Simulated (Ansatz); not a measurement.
# C₂H₃In: how energies converge with the basis set

The task here is to estimate one member of a computed series from the others.

Method: one geometry, several basis sets; program: Ansatz 0.2.0, Gaussian basis.

Levels to be run: PBE0-D4/def2-SVP; ωB97M-V/def2-SVP; PBE0-D4/def2-QZVPP; ωB97M-V/def2-QZVPP; the functionals' def2-TZVPP values are taken from earlier runs.

## Structure used throughout

An earlier PBE0-D4 in a triple-zeta def2 set relaxation fixed the geometry. In takes the def2 core potential; no spin-orbit term is included.

6 atoms, charge 0, spin multiplicity 1.

Atoms are counted from 1 here; the program's logs count them from 0.

Bond lengths: C1–C2 1.210 Å, C1–H4 1.067 Å, C2–In3 2.097 Å, In3–H5 1.713 Å, In3–H6 1.713 Å. Angles: C2–C1–H4 180.0°, C1–C2–In3 180.0°, C2–In3–H5 117.0°, C2–In3–H6 117.0°, H5–In3–H6 126.0°.

Set-up of the first run:

File in.yaml:

```yaml
crystal:
  periodic: [false, false, false]
  atoms:
    - {symbol: C, position_ang: [-0.186568, -1.928023, 0.015100]}
    - {symbol: C, position_ang: [-0.070410, -0.723404, 0.005937]}
    - {symbol: In, position_ang: [0.131869, 1.363933, -0.010620]}
    - {symbol: H, position_ang: [-0.288965, -2.989587, 0.023341]}
    - {symbol: H, position_ang: [0.673512, 2.081547, -1.468779]}
    - {symbol: H, position_ang: [-0.259438, 2.195535, 1.435019]}
basis:
  gaussian: {orbitals: def2-SVP}
hamiltonian: {xc: pbe0, dispersion: d4}
output: {orbitals: {seedname: orbitals}}
```

Among the steps run: PBE0-D4 in def2-SVP; ωB97M-V in def2-SVP; PBE0-D4 in def2-QZVPP; ωB97M-V in def2-QZVPP.

One of the session's tables, all rows but one given; the rest of the session is left out.

It belongs to the step «Density functionals: the series». 

| functional | basis | HOMO (eV) | LUMO (eV) |
| --- | --- | --- | --- |
| PBE0-D4 | def2-SVP | -7.70 | -1.94 |
| PBE0-D4 | def2-TZVPP | -7.76 | -2.00 |
| PBE0-D4 | def2-QZVPP | -7.77 | -2.01 |
| ωB97M-V | def2-SVP | -9.88 | -0.32 |
| ωB97M-V | def2-TZVPP | -9.97 | -0.46 |
| ωB97M-V | def2-QZVPP | ? | ? |

**Question.** Estimate the row for ωB97M-V, def2-QZVPP.

As computed: HOMO (eV): -9.98; LUMO (eV): -0.49. In the column «HOMO (eV)» it is the lowest.
